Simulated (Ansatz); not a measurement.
# SiGeH2 (singlet): from Hartree-Fock to the top rungs at distance Ge2–H4 = 4.213 Å, cc-pVTZ

One table from this session's results is given with a row withheld; the runs are named, their logs left out.

Method: cc-pVTZ, core rule «outside noble gas», up to 19 orbitals frozen; program: Ansatz 0.2.0, Gaussian basis.

To be run: UHF; CCSD(T) on RHF; CCSD(T) on UHF; BCCD(T) on RHF; CCSDT(Q) on RHF; CCSDT(Q) on UHF; CASSCF and NEVPT2, 2 electrons in 2 orbitals; CASSCF and NEVPT2, 10 electrons in 10 orbitals.

### The system

The geometry derives from a PBE0/def2-TZVP stationary point (not a proven minimum). One bond is set to the value named and the two fragments are kept rigid. No spin-orbit coupling is included. The filled d shell of Ge may be among the frozen orbitals whatever the setting's name suggests.

4 atoms, charge 0, spin multiplicity 1.

Atoms are counted from 1 here; the program's logs count them from 0.

Bond lengths: Si1–Ge2 2.151 Å, Si1–H3 1.691 Å, Ge2–H3 1.746 Å. Angles: Ge2–Si1–H3 52.4°, Si1–Ge2–H3 50.1°, Si1–H3–Ge2 77.4°.

Geometry (Å):

```
Si    0.0000   -0.0128    1.5907
Ge    0.0000   -0.0328   -0.5599
H     0.0000    1.3177    0.5472
H     0.0000    1.3998   -4.5219
```

The first run:

in.yaml reads:

```yaml
crystal:
  periodic: [false, false, false]
  atoms:
    - {symbol: Si, position_ang: [0.000000, -0.012819, 1.590712]}
    - {symbol: Ge, position_ang: [0.000000, -0.032751, -0.559881]}
    - {symbol: H, position_ang: [0.000000, 1.317734, 0.547246]}
    - {symbol: H, position_ang: [0.000000, 1.399763, -4.521859]}
basis:
  gaussian: {orbitals: cc-pVTZ}
magnetization: {spin_polarized: true, initial_magnetization: 0}
hamiltonian: {xc: hf}
output: {orbitals: {seedname: orbitals}}
```

Started as:

```console
$ ansatz run in.yaml --threads 1 --pin off --events-out ev --progress --plain --max-ram 2816MiB --backend cpu
```

Steps of the session up to this table: UHF; CCSD(T) on RHF; CCSD(T) on UHF; BCCD(T) on RHF; CCSDT(Q) on RHF; CCSDT(Q) on UHF; CASSCF and NEVPT2, 2 electrons in 2 orbitals; CASSCF and NEVPT2, 10 electrons in 10 orbitals.

One of the session's tables, all rows but one given; the rest of the session is left out.

| method | from RCCSDT(Q) (kcal/mol) |
| --- | --- |
| RHF | +242.41 |
| RMP2 | +57.70 |
| UMP2 | +29.49 |
| RCCSD | +27.42 |
| UCCSD | +12.73 |
| RCCSD(T) | -6.95 |
| UCCSD(T) | ? |
| BCCD(T) | -4.35 |
| RCCSDT | +4.14 |
| UCCSDT | +2.66 |
| RCCSDT(Q) | 0 |
| UCCSDT(Q) | +1.82 |
| CASSCF pair | +149.55 |
| NEVPT2 pair | +33.15 |
| CASSCF valence | +100.97 |
| NEVPT2 valence | +23.16 |

Estimate the missing values for UCCSD(T).

**Answer.** from RCCSDT(Q) (kcal/mol): +3.55. In the column «from RCCSDT(Q) (kcal/mol)» it lies between UCCSDT (+2.66) and RCCSDT (+4.14).

To keep in mind: The report flags that the cluster equations may have other roots. The determinant of CCSDT(Q) (⟨S²⟩ 1.05) is far from a pure spin state, so its energy mixes those of several spin states; high orders of coupled cluster remove much of that, low ones don't. Left out of the table: UHF (another determinant or state than the rows shown). The program flags RCCSD(T), BCCD(T), RCCSDT(Q) as in doubt, so the zero of the table is itself unsure. Warnings: restricted reference is unstable; spin contamination; coupled cluster took another determinant than the lowest; large T1 diagnostic. Restricted and unrestricted rows rest on different reference determinants; a gap between their highest levels can come from leftover correlation error, from unlike frozen cores or from another state.
